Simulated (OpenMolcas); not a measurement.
**Mo⁵⁺ among point charges: CASSCF and CASPT2 levels, g values and susceptibility**

Aim: the splitting of the states of Mo⁵⁺ in the field of 4 point charges, its lowest levels with spin-orbit coupling and its magnetic susceptibility.

Method: state-averaged CASSCF and CASPT2, spin-orbit coupling by RASSI with atomic mean-field integrals. Code: OpenMolcas 26.06.

## 1. Starting point

* Species: Mo⁵⁺ (molybdenum, Z = 42, 37 electrons)
* Basis: ANO-RCC-VDZP [6s5p3d1f], 43 functions
* Scalar Hamiltonian: DKH2, point nucleus
* Inactive shells: 1s 2s 2p 3s 3p 3d 4s 4p
* Active space: 1 electron in 5 orbitals (4d)
* Some configurations of this space: 4d
* Orbitals: optimised for each spin and parity, averaged over all roots

The outer shells:

4d
```
4d [↑ ][  ][  ][  ][  ]
```

The ion sits among 4 point charges of -2 e arranged as a tetrahedron (Td), 2.14 Å from the ion.

The work runs as a chain of OpenMolcas steps in one folder; each step below is one input file. The outputs are cut to the sections that carry results. Labels, J, g values, rates, χT and fits are worked out afterwards by a script from the matrices that RASSI stores.

## 2. GATEWAY and SEWARD: basis and integrals

Contents of a.inp:

```
&GATEWAY
Coord
1

Mo 0.0 0.0 0.0
Basis=ANO-RCC-VDZP
Group=NoSym
NoMove
AngMom=0.0 0.0 0.0
AMFI
XField
4 Angstrom 0
1.235530 1.235530 1.235530 -2.000000
1.235530 -1.235530 -1.235530 -2.000000
-1.235530 1.235530 -1.235530 -2.000000
-1.235530 -1.235530 1.235530 -2.000000
&SEWARD
```

The run is started by

```
$ OMP_NUM_THREADS=1 MOLCAS_MEM=1689 MOLCAS_PROJECT=a pymolcas a.inp > a.log
```

## 3. Reference wave functions, doublets, 5 roots

Contents of a.inp:

```
&RASSCF
FileOrb=start.orb
Symmetry=1
Spin=2
nActEl=1 0 0
Inactive=18
Ras2=5
CIRoot=5 5 1
SDav=5
CIMx=300
Iter=120 100
PrWF=0.3
OrbListing=Nothing
MaxOrb=0
>>> COPY $Project.JobIph JOB001
```

start.orb holds the contracted functions of the basis, ordered by shell, or the orbitals of the step before.

## 4. State interaction with spin-orbit coupling

Contents of a.inp:

```
&RASSI
NrOfJobIphs=1 5
1 2 3 4 5
IphNames
JOB001
EJob
SpinOrbit
DIPRint=1.0
SOCoupling=1000.0
Subsets=2
Property=9
'ANGMOM' 1 'ANGMOM' 2 'ANGMOM' 3 'MLTPL  1' 1 'MLTPL  1' 2 'MLTPL  1' 3
'AMFI' 1 'AMFI' 2 'AMFI' 3
SOProperty=3
'ANGMOM' 1 'ANGMOM' 2 'ANGMOM' 3
```

## 5. CASPT2: IPEA 0.25, imaginary shift 0.1 (closed shells correlated: 4s 4p)

Contents of a.inp:

```
>>> COPY JOB001 $Project.JobIph
&CASPT2
Multistate=5 1 2 3 4 5
NoMult
Frozen=14
IPEA=0.25
Imaginary=0.1
MaxIter=60
WThr=0.0 0.3 0.05
PrWF=0.5
NoMix
```

(Steps that only read results are left out.)

Before running it: what results should come out? Wanted: spin-free ground state; first state of the same spin; lowest level; next level.

As calculated:

| quantity | value |
| --- | --- |
| method | SS-CASPT2, IPEA 0.25, imaginary shift 0.1 (closed shells correlated: 4s 4p) |
| spin-free ground state | 2E, 2-fold in its orbital part |
| first state of the same spin | 2T2 at 2570 cm⁻¹ |
| lowest level | 4-fold Γ8 |
| next level | 3235.8 cm⁻¹ |
| χT at 300 K | 0.22 cm³ K/mol |
| effective moment at 300 K | 1.32 μB |

Cost by method:

| method | time of its own steps | time with the reference |
| --- | --- | --- |
| A. CASSCF | 1.6 s | 1.6 s |
| B. SS-CASPT2, IPEA 0.25, imaginary shift 0.1, +4s 4p | 0.62 s | 2.2 s |

Times are of one thread on a shared host.

In words: The spin-free ground state (2E) comes to 100 % from free-ion D terms and keeps the highest spin of the shell. χT at 300 K is 0.22, against 0.38 cm³ K/mol for the spin alone, so orbital moment lowers it. A ligand-field fit to the states below 45000 cm-1 gives 10Dq = -2572 cm-1, the gap between the two states. CASPT2 does not keep the components of a term degenerate, and the means are used. An orbital doublet at a regular site is open to a Jahn-Teller distortion, which this geometry leaves out. Point charges give too small a field for d ions at true ligand charges. This is an electrostatic model: the charges have no orbitals.
